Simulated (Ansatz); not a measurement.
# FH₅SSi₂: small, medium and large basis sets

The task here is to estimate one member of a computed series from the others.

Program: Ansatz 0.2.0, Gaussian basis. Level of theory: one geometry, several basis sets. These are calculated values, not measurements.

Levels to be run: PBE0-D4/def2-SVP; ωB97M-V/def2-SVP; PBE0-D4/def2-QZVPP; ωB97M-V/def2-QZVPP; CCSD(T)/cc-pV(D+d)Z; CCSD(T)/cc-pV(T+d)Z; CCSD(T)/cc-pV(Q+d)Z; the functionals' def2-TZVPP values are taken from earlier runs.

## The geometry

An earlier PBE0-D4 in a triple-zeta def2 set relaxation fixed the geometry.

SMILES `F[SiH2]S[SiH3]`, 9 atoms, charge 0, spin multiplicity 1.

Atoms are counted from 1 here; the program's logs count them from 0.

Bond lengths: F1–Si2 1.598 Å, Si2–S3 2.114 Å, Si2–H5 1.479 Å, Si2–H6 1.479 Å, S3–Si4 2.147 Å, Si4–H7 1.482 Å, Si4–H8 1.482 Å, Si4–H9 1.485 Å. Angles: F1–Si2–S3 111.3°, F1–Si2–H5 108.5°, F1–Si2–H6 106.4°, S3–Si2–H5 106.5°, S3–Si2–H6 111.3°, H5–Si2–H6 112.8°, Si2–S3–Si4 98.9°, S3–Si4–H7 106.6°, S3–Si4–H8 110.8°, S3–Si4–H9 109.5°, H7–Si4–H8 109.8°, H7–Si4–H9 110.5°, H8–Si4–H9 109.6°.

The first run:

Contents of in.yaml:

```yaml
crystal:
  periodic: [false, false, false]
  atoms:
    - {symbol: F, position_ang: [-1.295588, 1.125796, -1.455504]}
    - {symbol: Si, position_ang: [0.141077, 1.390212, -0.806560]}
    - {symbol: S, position_ang: [1.247524, -0.403098, -0.636293]}
    - {symbol: Si, position_ang: [-0.002167, -1.430878, 0.774804]}
    - {symbol: H, position_ang: [0.908217, 2.274027, -1.710335]}
    - {symbol: H, position_ang: [-0.104119, 1.999172, 0.519213]}
    - {symbol: H, position_ang: [0.880605, -2.352075, 1.529300]}
    - {symbol: H, position_ang: [-1.056862, -2.204852, 0.077808]}
    - {symbol: H, position_ang: [-0.630089, -0.444603, 1.690369]}
basis:
  gaussian: {orbitals: def2-SVP}
hamiltonian: {xc: pbe0, dispersion: d4}
output: {orbitals: {seedname: orbitals}}
```

On the command line:

```
> ansatz run in.yaml --threads 2 --pin off --events-out ev --progress --plain --max-ram 32768MiB --backend cpu
```

Steps of the session up to this table: PBE0-D4 in def2-SVP; ωB97M-V in def2-SVP; PBE0-D4 in def2-QZVPP; ωB97M-V in def2-QZVPP.

One table of the session follows, with a row left open; its other results are not shown here.

It belongs to the step «Functionals by basis». 

```
functional       basis  HOMO (eV)  LUMO (eV)
   PBE0-D4    def2-SVP      -7.86       0.12
   PBE0-D4  def2-TZVPP      -7.91      -0.20
   PBE0-D4  def2-QZVPP      -7.93      -0.34
   ωB97M-V    def2-SVP          ?          ?
   ωB97M-V  def2-TZVPP     -10.07       1.57
   ωB97M-V  def2-QZVPP     -10.10       1.20
```

Q: Estimate the row for ωB97M-V, def2-SVP from the others.

As computed: HOMO (eV): -9.97; LUMO (eV): 2.08. In the column «HOMO (eV)» it lies between ωB97M-V, def2-TZVPP (-10.07) and PBE0-D4, def2-QZVPP (-7.93).
